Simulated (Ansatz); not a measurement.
**CH4ClGe (SMILES [CH3][GeH][Cl]): UCAM-B3LYP/def2-SVP**

What is the energy change on altering one bond length of CH4ClGe at UCAM-B3LYP/def2-SVP? 

The calculation is run with Ansatz 0.2.0.

68 further runs of the same task are left out: 68 set aside as unsound or not needed.

**1. The system as given**

The species is CH4ClGe (7 atoms), meant as a doublet with charge 0. As SMILES, `[CH3][GeH][Cl]`. The shape is that of a PBE0-D4/def2-TZVP optimisation.

Bond lengths: C1–Ge2 1.957 Å, Ge2–Cl3 2.169 Å, C1–H4 1.092 Å, C1–H5 1.089 Å, C1–H6 1.091 Å, Ge2–H7 1.553 Å. Angles: C1–Ge2–Cl3 107.0°, C1–Ge2–H7 112.6°, Cl3–Ge2–H7 105.6°, Ge2–C1–H4 108.6°, Ge2–C1–H5 110.0°, Ge2–C1–H6 109.8°, H4–C1–H5 109.4°, H4–C1–H6 109.5°, H5–C1–H6 109.6°.

**2. The energy at UCAM-B3LYP/def2-SVP**

Contents of run.yaml:

```yaml
crystal:
  periodic: [false, false, false]
  atoms:
    - {symbol: C, position_ang: [-0.733100, 0.438400, -0.261900]}
    - {symbol: Ge, position_ang: [0.705400, -0.885500, -0.183100]}
    - {symbol: Cl, position_ang: [1.017000, -1.361700, 1.909500]}
    - {symbol: H, position_ang: [-0.433400, 1.314500, 0.317300]}
    - {symbol: H, position_ang: [-1.646200, 0.021400, 0.160800]}
    - {symbol: H, position_ang: [-0.909900, 0.729400, -1.298200]}
    - {symbol: H, position_ang: [2.061400, -0.324500, -0.690100]}
basis:
  gaussian: {orbitals: def2-SVP}
magnetization: {spin_polarized: true, initial_magnetization: 1}
hamiltonian: {xc: {name: CAM-B3LYP}}
accuracy: high
output: {orbitals: {seedname: orbitals}}
```

Started as:

```console
$ ansatz run run.yaml --threads 1 --pin off --max-ram 3480MiB --events-out events.jsonl --progress --plain --runs-dir runs
```

Output:

```text
Warning: RAYON_NUM_THREADS=1 ignored (pool sized by the plan → 1); use --threads N
Functional definition: CAM-B3LYP
  name "CAM-B3LYP"
  parameter alpha = 0.19
  parameter beta = 0.46
  parameter omega = 0.33/bohr
  parameter ac = 0.81
  exchange = (1 - alpha - beta)*b88_x + beta*b88_x_sr(omega) + alpha*exact_x + beta*exact_x_lr(omega)
  correlation = (1 - ac)*vwn5_c + ac*lyp_c
1779 factors; integrals over basis functions are off by at most 4.7e-9 eV
372 factors; integrals over basis functions are off by at most 1.6e-9 eV
mean field evaluation 1: about -70130.7531 eV, gradient 2.8e1 eV
mean field evaluation 2: about -70130.8984 eV, gradient 2.7e1 eV
mean field evaluation 4: about -70134.2201 eV, gradient 7.7e-1 eV
mean field evaluation 8: about -70134.3100 eV, gradient 6.6e-2 eV
mean field evaluation 16: about -70134.3102 eV, gradient 4.5e-4 eV
mean field -70134.31015221 eV, -2577.3883593507 hartree, gradient 3.9e-8 eV, S^2 0.751774; 0 other end points of the search recorded, 0 dependent functions left out
reference -70134.31016942 eV, -2577.3883599834 hartree; 30, 29 occupied and 54, 55 virtual orbitals, 1779 factors
Total energy: -70134.31016942 eV, -2577.3883599834 hartree
```

Wall time 15 s (1 thread of Arm Neoverse V1, shared host); peak memory 0.47 GiB.

**3. The distorted shape, same level**

Contents of molecule.yaml:

```yaml
crystal:
  periodic: [false, false, false]
  atoms:
    - {symbol: C, position_ang: [-0.596100, 0.500966, -0.325321]}
    - {symbol: Ge, position_ang: [0.842400, -0.822934, -0.246521]}
    - {symbol: Cl, position_ang: [1.154000, -1.299134, 1.846079]}
    - {symbol: H, position_ang: [-0.296400, 1.377066, 0.253879]}
    - {symbol: H, position_ang: [-1.646200, 0.021400, 0.160800]}
    - {symbol: H, position_ang: [-0.772900, 0.791966, -1.361621]}
    - {symbol: H, position_ang: [2.198400, -0.261934, -0.753521]}
basis:
  gaussian: {orbitals: def2-SVP}
output: {orbitals: {seedname: orbitals}}
accuracy: high
hamiltonian: {xc: {name: CAM-B3LYP}}
magnetization: {spin_polarized: true, initial_magnetization: 1}
```

Started as:

```console
$ ansatz run molecule.yaml --threads 1 --pin off --max-ram 3480MiB --events-out events.jsonl --progress --plain --runs-dir runs
```

Output, cut to the lines that bear on the results:

```text
Warning: RAYON_NUM_THREADS=1 ignored (pool sized by the plan → 1); use --threads N
[... 8 set-up lines as earlier in the session ...]
1783 factors; integrals over basis functions are off by at most 4.7e-9 eV
372 factors; integrals over basis functions are off by at most 1.7e-9 eV
mean field evaluation 1: about -70130.7551 eV, gradient 2.6e1 eV
mean field evaluation 2: about -70130.7400 eV, gradient 2.6e1 eV
mean field evaluation 4: about -70133.9158 eV, gradient 6.9e-1 eV
mean field evaluation 8: about -70134.0009 eV, gradient 3.1e-2 eV
mean field evaluation 16: about -70134.0009 eV, gradient 1.8e-4 eV
mean field -70134.00092391 eV, -2577.3769954204 hartree, gradient 4.6e-8 eV, S^2 0.751790; 0 other end points of the search recorded, 0 dependent functions left out
reference -70134.00094144 eV, -2577.3769960646 hartree; 30, 29 occupied and 54, 55 virtual orbitals, 1783 factors
Total energy: -70134.00094144 eV, -2577.3769960646 hartree
```

It took 16 s on 1 thread of Arm Neoverse V1, shared host; peak memory 0.47 GiB.

**4. Results**

At UCAM-B3LYP/def2-SVP:

| quantity | value |
| --- | --- |
| first shape: total energy | -2577.38836 Eh |
| first shape: HOMO energy (highest over α and β) | -7.36 eV |
| first shape: LUMO energy (lowest over α and β) | -1.92 eV |
| first shape: ⟨S²⟩ | 0.752 |
| distorted shape: total energy | -2577.37700 Eh |
| distorted shape: HOMO energy (highest over α and β) | -7.37 eV |
| distorted shape: LUMO energy (lowest over α and β) | -1.92 eV |
| distorted shape: ⟨S²⟩ | 0.752 |
| energy change with the C1–H5 bond stretched from 1.089 to 1.253 Å | 0.309 eV |

**Reading.** With the C1–H5 bond stretched from 1.089 to 1.253 Å the energy rises by 0.31 eV (7.1 kcal/mol). The first shape isn't relaxed at this level, so the change isn't measured from a minimum.
